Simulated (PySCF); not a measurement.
# AlH2I (SMILES [H][Al]([H])[I]) at 6 levels

We compute a comparison of 6 runs (B2PLYP/STO-6G, PBE/STO-6G, UMP2/STO-6G, CCSDT(Q)/STO-6G, CCSDT/STO-6G, UCCSD(T)/STO-6G) of AlH2I. The job is set up through a Python script.

The results are computed with PySCF 2.14.0.

2 further runs of the same task are left out: 2 set aside as unsound or not needed.

### 1 The molecule

AlH2I has 4 atoms, charge 0, and is taken as a singlet. SMILES: `[H][Al]([H])[I]`. The Al1–I4 distance was set to 3.761 Å, away from the relaxed value. At this shape a bond of the SMILES string is far longer than usual.

Bond lengths: Al1–H2 1.536 Å, Al1–H3 1.536 Å. Angles: H2–Al1–H3 116.2°.

### 2 The energy at B2PLYP/STO-6G (run 1)

File run.py:

```python
from pyscf import gto, dft, mp

mol = gto.Mole()
mol.atom = 'Al 0.756883 1.265386 -0.003335; H 2.292623 1.292636 0.005985; H 0.054303 2.631076 -0.026825; I -1.173450 -1.961840 0.010420'
mol.basis = 'sto-6g'
mol.verbose = 4
mol.max_memory = 1860
mol.build()

myscf = dft.RKS(mol, xc='0.53*HF + 0.47*B88, 0.73*LYP')
myscf.conv_tol = 1e-10
myscf.grids.level = 5
myscf.kernel()
if not myscf.converged:
    myscf = myscf.newton().run(myscf.mo_coeff, myscf.mo_occ)

pt = mp.MP2(myscf, frozen=23).run()
e_final = myscf.e_tot + 0.27 * pt.e_corr
print('PT2 part  %.8f' % (0.27 * pt.e_corr))
print('E(%s) = %.9f' % ('B2PLYP', e_final))
```

The run is started by

```console
$ OMP_NUM_THREADS=1 python run.py
```

What it wrote:

```text
PySCF version 2.14.0

[INPUT] num. atoms = 4
[INPUT] num. electrons = 68
[INPUT] charge = 0
[INPUT] spin (= nelec alpha-beta = 2S) = 0
[INPUT] symmetry False subgroup None
[INPUT] Mole.unit = angstrom
[INPUT] Symbol           X                Y                Z      unit          X                Y                Z       unit  Magmom
[INPUT]  1 Al     0.756883000000   1.265386000000  -0.003335000000 AA    1.430301578339   2.391232981859  -0.006302236625 Bohr   0.0
[INPUT]  2 H      2.292623000000   1.292636000000   0.005985000000 AA    4.332429576879   2.442728018753   0.011310010856 Bohr   0.0
[INPUT]  3 H      0.054303000000   2.631076000000  -0.026825000000 AA    0.102617797742   4.972013052916  -0.050691903291 Bohr   0.0
[INPUT]  4 I     -1.173450000000  -1.961840000000   0.010420000000 AA   -2.217499120871  -3.707340300217   0.019690946218 Bohr   0.0

nuclear repulsion = 117.914353216458
number of shells = 18
number of NR pGTOs = 228
number of NR cGTOs = 38
basis = sto-6g
ecp = {}

******** <class 'pyscf.dft.rks.RKS'> ********
method = RKS
initial guess = minao
damping factor = 0
level_shift factor = 0
DIIS = <class 'pyscf.scf.diis.CDIIS'>
diis_start_cycle = 1
diis_space = 8
diis_damp = 0
SCF conv_tol = 1e-10
SCF conv_tol_grad = None
SCF max_cycles = 50
direct_scf = True
direct_scf_tol = 1e-13
XC library pyscf.dft.libxc version 7.0.0
    S. Lehtola, C. Steigemann, M. J.T. Oliveira, and M. A.L. Marques.,  SoftwareX 7, 1–5 (2018)
XC functionals = 0.53*HF + 0.47*B88, 0.73*LYP
    A. D. Becke.,  Phys. Rev. A 38, 3098 (1988)
    C. Lee, W. Yang, and R. G. Parr.,  Phys. Rev. B 37, 785 (1988)
    B. Miehlich, A. Savin, H. Stoll, and H. Preuss.,  Chem. Phys. Lett. 157, 200 (1989)
radial grids:
    Treutler-Ahlrichs [JCP 102, 346 (1995); DOI:10.1063/1.469408] (M4) radial grids

becke partition: Becke, JCP 88, 2547 (1988); DOI:10.1063/1.454033
pruning grids: <function nwchem_prune>
grids dens level: 5
symmetrized grids: False
atomic radii adjust function: <function treutler_atomic_radii_adjust>
small_rho_cutoff = 0
Set gradient conv threshold to 1e-05
Initial guess from minao.
tot grids = 136952
init E= -7110.47734072246
  HOMO = -0.413222252041065  LUMO = -0.151475841832254  gap/eV = 7.12248
cycle= 1 E= -7129.71043765297  delta_E= -19.2  |g|= 0.201  |ddm|= 1.97
  HOMO = -0.0367111576403758  LUMO = -0.0268363417664167  gap/eV = 0.26871
cycle= 2 E= -7129.47937179394  delta_E= 0.231  |g|= 0.514  |ddm|= 3.14
  HOMO = -0.119507656084982  LUMO = -0.0128317380752133  gap/eV = 2.90280
cycle= 3 E= -7129.78542116739  delta_E= -0.306  |g|= 0.0317  |ddm|=  2.2
  HOMO = -0.124774573724693  LUMO = 0.00651785891901435  gap/eV = 3.57265
cycle= 4 E= -7129.78670305718  delta_E= -0.00128  |g|= 0.0104  |ddm|= 0.202
  HOMO = -0.135463060383298  LUMO = 0.0114850523833276  gap/eV = 3.99866
cycle= 5 E= -7129.78683372392  delta_E= -0.000131  |g|= 0.00132  |ddm|= 0.0468
  HOMO = -0.134900848065617  LUMO = 0.010800091588857  gap/eV = 3.96472
cycle= 6 E= -7129.78683615017  delta_E= -2.43e-06  |g|= 0.000212  |ddm|= 0.00807
  HOMO = -0.134902894436947  LUMO = 0.0108029547396696  gap/eV = 3.96486
cycle= 7 E= -7129.78683619058  delta_E= -4.04e-08  |g|= 5.73e-05  |ddm|= 0.000623
  HOMO = -0.134868316776199  LUMO = 0.0107900466035649  gap/eV = 3.96357
cycle= 8 E= -7129.78683619467  delta_E= -4.09e-09  |g|= 5.99e-06  |ddm|= 0.000316
  HOMO = -0.134867610378563  LUMO = 0.0107885661534171  gap/eV = 3.96351
cycle= 9 E= -7129.78683619478  delta_E= -1.1e-10  |g|= 2.59e-06  |ddm|= 5.83e-05
  HOMO = -0.134868763207428  LUMO = 0.0107891581268897  gap/eV = 3.96355
cycle= 10 E= -7129.78683619481  delta_E= -3.18e-11  |g|= 7.88e-07  |ddm|= 4.92e-05
  HOMO = -0.134868366305734  LUMO = 0.010789006008065  gap/eV = 3.96354
Extra cycle  E= -7129.78683619482  delta_E= -1.27e-11  |g|= 8.53e-07  |ddm|= 7.89e-06
converged SCF energy = -7129.78683619482

******** <class 'pyscf.mp.mp2.RMP2'> ********
nocc = 11, nmo = 15
frozen orbitals 23
E(RMP2) = -7129.85622855795  E_corr = -0.0693923631315518
E(SCS-RMP2) = -7129.86824833704  E_corr = -0.0814121422214011
E_corr(same-spin) = -0.00214464638822424
E_corr(oppo-spin) = -0.0672477167433275
PT2 part  -0.01873594
E(B2PLYP) = -7129.805572133
```

Wall time 5.1 s (1 thread of Arm Neoverse V2, shared host); peak memory 0.26 GiB.

### 3 A single-point energy at PBE/STO-6G (run 2)

File input.py:

```python
from pyscf import gto, dft

molecule = gto.M(
    atom='''
Al     1.430302     2.391233    -0.006302
H      4.332430     2.442728     0.011310
H      0.102618     4.972013    -0.050692
I     -2.217499    -3.707340     0.019691
''',
    max_memory=1860,
    unit='bohr',
    verbose=4,
    basis='sto-6g',
    charge=0,
)

ks = dft.RKS(molecule, xc='pbe')
ks.grids.level = 5
ks.conv_tol = 1e-10
ks.kernel()
if not ks.converged:
    ks = ks.newton().run(ks.mo_coeff, ks.mo_occ)

e_final = ks.e_tot
print(f'total energy: {e_final:.8f} hartree')
```

The run is started by

```console
$ OMP_NUM_THREADS=1 python input.py
```

What it wrote:

```text
PySCF version 2.14.0

[INPUT] num. atoms = 4
[INPUT] num. electrons = 68
[INPUT] charge = 0
[INPUT] spin (= nelec alpha-beta = 2S) = 0
[INPUT] symmetry False subgroup None
[INPUT] Mole.unit = bohr
[INPUT] Symbol           X                Y                Z      unit          X                Y                Z       unit  Magmom
[INPUT]  1 Al     0.756883223133   1.265386009600  -0.003334874783 AA    1.430302000000   2.391233000000  -0.006302000000 Bohr   0.0
[INPUT]  2 H      2.292623223906   1.292635990076   0.005984994256 AA    4.332430000000   2.442728000000   0.011310000000 Bohr   0.0
[INPUT]  3 H      0.054303107030   2.631075971998  -0.026825051176 AA    0.102618000000   4.972013000000  -0.050692000000 Bohr   0.0
[INPUT]  4 I     -1.173449936038  -1.961839841132   0.010420028460 AA   -2.217499000000  -3.707340000000   0.019691000000 Bohr   0.0

nuclear repulsion = 117.914354558551
number of shells = 18
number of NR pGTOs = 228
number of NR cGTOs = 38
basis = sto-6g
ecp = {}

[... 49 lines left out ...]
WARN: HOMO -0.0404836350381479 == LUMO -0.0395125852495037
[... 28 lines left out ...]
converged SCF energy = -7129.75783326108
total energy: -7129.75783326 hartree
```

Run time: 7.8 s. Hardware: 1 thread of Arm Neoverse V2, shared host; peak memory 0.26 GiB.

Runs 3 to 5 aren't shown in full; the table further down has their settings and results.

### 4 The energy at UCCSD(T)/STO-6G (run 6)

File run.py:

```python
from pyscf import gto, scf, cc

mol = gto.M(
    atom='''
Al     1.430302     2.391233    -0.006302
H      4.332430     2.442728     0.011310
H      0.102618     4.972013    -0.050692
I     -2.217499    -3.707340     0.019691
''',
    charge=0,
    basis='sto-6g',
    unit='bohr',
    max_memory=1860,
    verbose=4,
)

hf = scf.UHF(mol)
hf.conv_tol = 1e-10
hf.kernel()
if not hf.converged:
    hf = hf.newton().run(hf.mo_coeff, hf.mo_occ)
for _ in range(3):
    mo, _, stable, _ = hf.stability(return_status=True)
    if stable:
        break
    hf.kernel(hf.make_rdm1(mo, hf.mo_occ))

mycc = cc.CCSD(hf, frozen=23)
mycc.kernel()
e_t = mycc.ccsd_t()
e_final = mycc.e_tot + e_t
print('E(%s) = %.9f' % ('CCSD(T)', e_final))
```

The run is started by

```console
$ OMP_NUM_THREADS=1 python run.py
```

What it wrote:

```text
PySCF version 2.14.0

[INPUT] num. atoms = 4
[INPUT] num. electrons = 68
[INPUT] charge = 0
[INPUT] spin (= nelec alpha-beta = 2S) = 0
[INPUT] symmetry False subgroup None
[INPUT] Mole.unit = bohr
[INPUT] Symbol           X                Y                Z      unit          X                Y                Z       unit  Magmom
[INPUT]  1 Al     0.756883223133   1.265386009600  -0.003334874783 AA    1.430302000000   2.391233000000  -0.006302000000 Bohr   0.0
[INPUT]  2 H      2.292623223906   1.292635990076   0.005984994256 AA    4.332430000000   2.442728000000   0.011310000000 Bohr   0.0
[INPUT]  3 H      0.054303107030   2.631075971998  -0.026825051176 AA    0.102618000000   4.972013000000  -0.050692000000 Bohr   0.0
[INPUT]  4 I     -1.173449936038  -1.961839841132   0.010420028460 AA   -2.217499000000  -3.707340000000   0.019691000000 Bohr   0.0

nuclear repulsion = 117.914354558551
number of shells = 18
number of NR pGTOs = 228
number of NR cGTOs = 38
basis = sto-6g
ecp = {}

[... 69 lines left out ...]
converged SCF energy = -7127.6515624508  <S^2> = 2.1174174e-12  2S+1 = 1
[... 76 lines left out ...]
converged SCF energy = -7127.66784601752  <S^2> = 0.70393164  2S+1 = 1.9533885
[... 14 lines left out ...]
Init t2, MP2 energy = -0.0257149206927421
[... 22 lines left out ...]
UCCSD converged
[... 2 lines left out ...]
E(CCSD(T)) = -7127.718671872
```

Wall time 2.6 s (1 thread of Arm Neoverse V2, shared host); peak memory 0.12 GiB.

### 5 Overview of the runs

| run | level | frozen core orbitals | integration grid | energy (Eh) | dipole moment (D) of the reference | HOMO energy (eV) | LUMO energy (eV) | wall time |
| --- | --- | --- | --- | --- | --- | --- | --- | --- |
| 1 | B2PLYP/STO-6G | 23 | 5 | -7129.805572 | 7.50 | -3.67 | 0.29 | 5.1 s |
| 2 | PBE/STO-6G | – | 5 | -7129.757833 | 6.29 | -1.94 | -1.34 | 7.8 s |
| 3 | UMP2/STO-6G | 23 | – | -7127.693561 | 1.90 | -4.86 | 1.86 | 2.5 s |
| 4 | CCSDT(Q)/STO-6G | 23 | – | -7127.719722 | 9.26 | -4.72 | 2.18 | 5.7 s |
| 5 | CCSDT/STO-6G | 23 | – | -7127.719810 | 9.26 | -4.72 | 2.18 | 3.6 s |
| 6 | UCCSD(T)/STO-6G | 23 | – | -7127.718672 | 1.90 | -4.86 | 1.86 | 2.6 s |

### 6 Results

```
                                           quantity           value
                                run 6: total energy  -7127.71867 Eh
        run 6: dipole moment (Hartree–Fock density)          1.90 D
         run 6: HOMO energy (Hartree–Fock orbitals)        -4.86 eV
         run 6: LUMO energy (Hartree–Fock orbitals)         1.86 eV
       run 6: HOMO–LUMO gap (Hartree–Fock orbitals)         6.72 eV
run 6: correlation energy (23 core orbitals frozen)       -50.8 mEh
                              run 6: (T) correction       -1.53 mEh
           run 6: ⟨S²⟩ of the reference determinant           0.704
                               run 6: T1 diagnostic           0.059
```

In words: Totals of different functionals can't be ranked against each other. In runs 1, 2, 3, 4, 5, 6 the basis is minimal, so the values are rough. In runs 1, 2, 3, 4, 5, 6 relativity is left out where basis or elements ask for it. Spin contamination of the reference: run 3 ⟨S²⟩ = 0.70, run 6 ⟨S²⟩ = 0.70. Where it is this large, the reference is a mixture of spin states, and values that rest on it are in doubt. All runs together took 27 s, the longest 7.8 s.
